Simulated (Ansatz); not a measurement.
# LaW11S24 (Tungstenite): the cost of one run

Method: DFT, PBE, plane-wave PAW, default files, scalar-relativistic, as far as a step names no other, in Ansatz 0.2.0.

The COD entry's cell or inner coordinates are ideal or old and differ from later refinements, so a difference from it is no clean test against experiment.

**1. The structure to begin with**

Symmetry: Pm, No. 6, monoclinic system. Conventional cell: a = 6.360 Å, b = 12.500 Å, c = 8.413 Å, α = 90.00°, β = 100.89°, γ = 90.00°. La (site symmetry m) is surrounded by 6 S at 2.41 Å. W (site symmetry m) has 6 S at 2.41 Å as nearest neighbours. Only part of the 24 independent sites is listed.

As a file:

```
La W S
1.0
     6.36000    0.00000    0.00000
    -4.77000    8.26188    0.00000
     0.00000    0.00000   12.50000
La W S
1 11 24
Direct
  0.16667 0.22222 0.25000
  0.16667 0.55556 0.25000
  0.16667 0.88889 0.25000
  0.66667 0.22222 0.25000
  0.66667 0.55556 0.25000
  0.66667 0.88889 0.25000
  0.33333 0.11111 0.75000
  0.33333 0.44444 0.75000
  0.33333 0.77778 0.75000
  0.83333 0.11111 0.75000
  0.83333 0.44444 0.75000
  0.83333 0.77778 0.75000
  0.16667 0.22222 0.62500
  0.16667 0.55556 0.62500
  0.16667 0.88889 0.62500
  0.66667 0.22222 0.62500
  0.66667 0.55556 0.62500
  0.66667 0.88889 0.62500
  0.33333 0.11111 0.12500
  0.33333 0.44444 0.12500
  0.33333 0.77778 0.12500
  0.83333 0.11111 0.12500
  0.83333 0.44444 0.12500
  0.83333 0.77778 0.12500
  0.16667 0.22222 0.87500
  0.16667 0.55556 0.87500
  0.16667 0.88889 0.87500
  0.66667 0.22222 0.87500
  0.66667 0.55556 0.87500
  0.66667 0.88889 0.87500
  0.33333 0.11111 0.37500
  0.33333 0.44444 0.37500
  0.33333 0.77778 0.37500
  0.83333 0.11111 0.37500
  0.83333 0.44444 0.37500
  0.83333 0.77778 0.37500
```

Atom 1 of the input is the impurity.

**2. First run, atoms as given**

input.yaml reads:

```yaml
crystal:
  lattice:
    - [6.36, 0.0, 0.0]
    - [-4.77, 8.261882352, 0.0]
    - [0.0, 0.0, 12.5]
  atoms:
    - { symbol: La, position: [0.1666666666, 0.2222222222, 0.25] }
    - { symbol: W, position: [0.1666666666, 0.5555555556, 0.25] }
    - { symbol: W, position: [0.1666666666, 0.8888888889, 0.25] }
    - { symbol: W, position: [0.6666666666, 0.2222222222, 0.25] }
    - { symbol: W, position: [0.6666666666, 0.5555555556, 0.25] }
    - { symbol: W, position: [0.6666666666, 0.8888888889, 0.25] }
    - { symbol: W, position: [0.3333333334, 0.1111111111, 0.75] }
    - { symbol: W, position: [0.3333333334, 0.4444444444, 0.75] }
    - { symbol: W, position: [0.3333333334, 0.7777777778, 0.75] }
    - { symbol: W, position: [0.8333333334, 0.1111111111, 0.75] }
    - { symbol: W, position: [0.8333333334, 0.4444444444, 0.75] }
    - { symbol: W, position: [0.8333333334, 0.7777777778, 0.75] }
    - { symbol: S, position: [0.1666666666, 0.2222222222, 0.625] }
    - { symbol: S, position: [0.1666666666, 0.5555555556, 0.625] }
    - { symbol: S, position: [0.1666666666, 0.8888888889, 0.625] }
    - { symbol: S, position: [0.6666666666, 0.2222222222, 0.625] }
    - { symbol: S, position: [0.6666666666, 0.5555555556, 0.625] }
    - { symbol: S, position: [0.6666666666, 0.8888888889, 0.625] }
    - { symbol: S, position: [0.3333333334, 0.1111111111, 0.125] }
    - { symbol: S, position: [0.3333333334, 0.4444444444, 0.125] }
    - { symbol: S, position: [0.3333333334, 0.7777777778, 0.125] }
    - { symbol: S, position: [0.8333333334, 0.1111111111, 0.125] }
    - { symbol: S, position: [0.8333333334, 0.4444444444, 0.125] }
    - { symbol: S, position: [0.8333333334, 0.7777777778, 0.125] }
    - { symbol: S, position: [0.1666666666, 0.2222222222, 0.875] }
    - { symbol: S, position: [0.1666666666, 0.5555555556, 0.875] }
    - { symbol: S, position: [0.1666666666, 0.8888888889, 0.875] }
    - { symbol: S, position: [0.6666666666, 0.2222222222, 0.875] }
    - { symbol: S, position: [0.6666666666, 0.5555555556, 0.875] }
    - { symbol: S, position: [0.6666666666, 0.8888888889, 0.875] }
    - { symbol: S, position: [0.3333333334, 0.1111111111, 0.375] }
    - { symbol: S, position: [0.3333333334, 0.4444444444, 0.375] }
    - { symbol: S, position: [0.3333333334, 0.7777777778, 0.375] }
    - { symbol: S, position: [0.8333333334, 0.1111111111, 0.375] }
    - { symbol: S, position: [0.8333333334, 0.4444444444, 0.375] }
    - { symbol: S, position: [0.8333333334, 0.7777777778, 0.375] }
total_charge: -1
kpoints:
  mp_grid: { grid: [4, 3, 2] }
scf:
  occupations: { method: fermi_dirac, width: 0.01 }
hamiltonian:
  xc: pbe
  pseudopotentials: { kind: paw }
output:
  forces: true
  stress: true
  populations: true
  efg:
    quadrupole_moments_barn: { La: 0.206, S: -0.0694 }
    contact_densities: true
```

Run with:

```
> ansatz run input.yaml --threads 4 --pin off --max-ram 8192MiB --backend cpu --events-out ev --progress --plain --runs-dir out
```

What time and memory should one allow on 4 threads of AMD EPYC 9B14 (Zen 4), shared host?

About 80 s, with a peak of 3.3 GiB.
